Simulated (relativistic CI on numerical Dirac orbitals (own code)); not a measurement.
# Ti: the cost of one run

Method: charge-transfer multiplet model of a cubic metal-ligand cluster with up to 2 ligand holes, Slater and spin-orbit integrals from Dirac-Coulomb-Breit ions, Slater integrals scaled by 0.8. Code: relativistic CI on numerical Dirac orbitals (own code) version 3.

### Step 1. The system

- ion: Ti³⁺ (Ti IV)
- nuclear charge: 22
- electrons: 19
- d electrons: 1
- ligand holes at most: 2
- parameters: in eV; Veg, Vt2g hoppings, tenDq and tenDqL metal and ligand splittings (negative tenDq: tetrahedral), red the scaling of hopping with a core hole
- temperature: 300 K
- widths: Lorentz 1.1 eV, Gauss 0.6 eV

### Step 2. Delta = 3.6 eV

Settings, as recorded:

```ini
cluster ion=Ti3+ d1 ligand_holes=2 slater_scale=0.8
Delta=3.6 Udd=5 Upd=6 tenDq=-0.2 tenDqL=0 Veg=0.93 Vt2g=-1.57 red=1
spectrum xps 1s T=300 lorentz=1.1 gauss=0.6
```

On the command line:

```sh
> python run_levels.py task.json out
```

task.json lists these runs, among others, and the program works through them in turn.

**Question.** How long does this run take on 1 thread of Intel Xeon Platinum 8488C, shared host, and how much memory does it need?

About 5.8 s, with a peak of 0.2 GiB.
